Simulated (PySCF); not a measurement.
**Solver options tried on InF**

Aim: find out which solver settings change the answer for InF.

Computed with PySCF 2.14.0. Level: method and basis as typed in the scripts.

2 further runs of the same task are left out: 1 for a known fault of the program, 1 that didn't finish.

### Step 1. The system as given

InF: 2 atoms, charge 0, spin multiplicity 1.

Bond lengths: In1–F2 1.804 Å.

### Step 2. Base script

Input file input.py:

```python
from pyscf import gto, scf, mp

mol = gto.M(
    atom='In 0 0 0; F 0 0 1.804',
    basis='x2c-svpall',
    charge=0,
    spin=0,
    symmetry=True,
    verbose=3,
)
mf = scf.UHF(mol)
mf = mf.sfx2c1e()
mf.kernel()
mp.MP2(mf).kernel()
mf.dip_moment()
print('orbital energies (hartree):', [e[max(0, n-3):n+3].round(4) for e, n in zip(mf.mo_energy, mol.nelec)])
```

Started as:

```console
OMP_NUM_THREADS=1 python input.py
```

The log of this run is left out.

It gives: E(SCF) = -5977.210036 Eh, E(MP2) − E(SCF) = -0.26360 Eh, μ = 1.82 D (of the SCF density).

The bond length is a typed value, not an optimised one.

### Step 3. Damping 0.95

Variant 1 changes damping: none → 0.95.

Input file input.py:

```python
from pyscf import gto, scf, mp

mol = gto.M(
    atom='In 0 0 0; F 0 0 1.804',
    basis='x2c-svpall',
    charge=0,
    spin=0,
    symmetry=True,
    verbose=3,
)
mf = scf.UHF(mol)
mf = mf.sfx2c1e()
mf.damp = 0.95
mf.diis_start_cycle = 8
mf.kernel()
mp.MP2(mf).kernel()
mf.dip_moment()
print('orbital energies (hartree):', [e[max(0, n-3):n+3].round(4) for e, n in zip(mf.mo_energy, mol.nelec)])
```

Started as:

```console
OMP_NUM_THREADS=1 python input.py
```

### Step 4. DIIS space 12

Variant 2 changes DIIS space: default → 12.

input.py: that of step 2 with these lines changed.

```diff
@@ -12,2 +12,3 @@
 mf = mf.sfx2c1e()
+mf.diis_space = 12
 mf.kernel()
```

### Step 5. Level shift 1 hartree

Variant 3 changes level shift: none → 1 hartree.

input.py: that of step 2 with these lines changed.

```diff
@@ -12,2 +12,3 @@
 mf = mf.sfx2c1e()
+mf.level_shift = 1.0
 mf.kernel()
```

**Question.** What will these runs give? Wanted: for each run, E(SCF); from base; gap; SCF dipole; after the SCF.

**Answer**, as computed:

```
                  run  E(SCF) (hartree)  from base (eV)  gap (eV)  SCF dipole (D)              after the SCF
                 base      -5977.210036               0     10.32            1.82  MP2 correlation -7.173 eV
         damping 0.95      -5977.210036          0.0000     10.32            1.82  MP2 correlation -7.173 eV
        DIIS space 12      -5977.210036          0.0000     10.32            1.82  MP2 correlation -7.173 eV
level shift 1 hartree      -5977.210036          0.0000     10.32            1.82  MP2 correlation -7.173 eV
```

In words: The SCF energy stays the same, to the digits that matter, with damping 0.95 or DIIS space 12 or level shift 1 hartree.
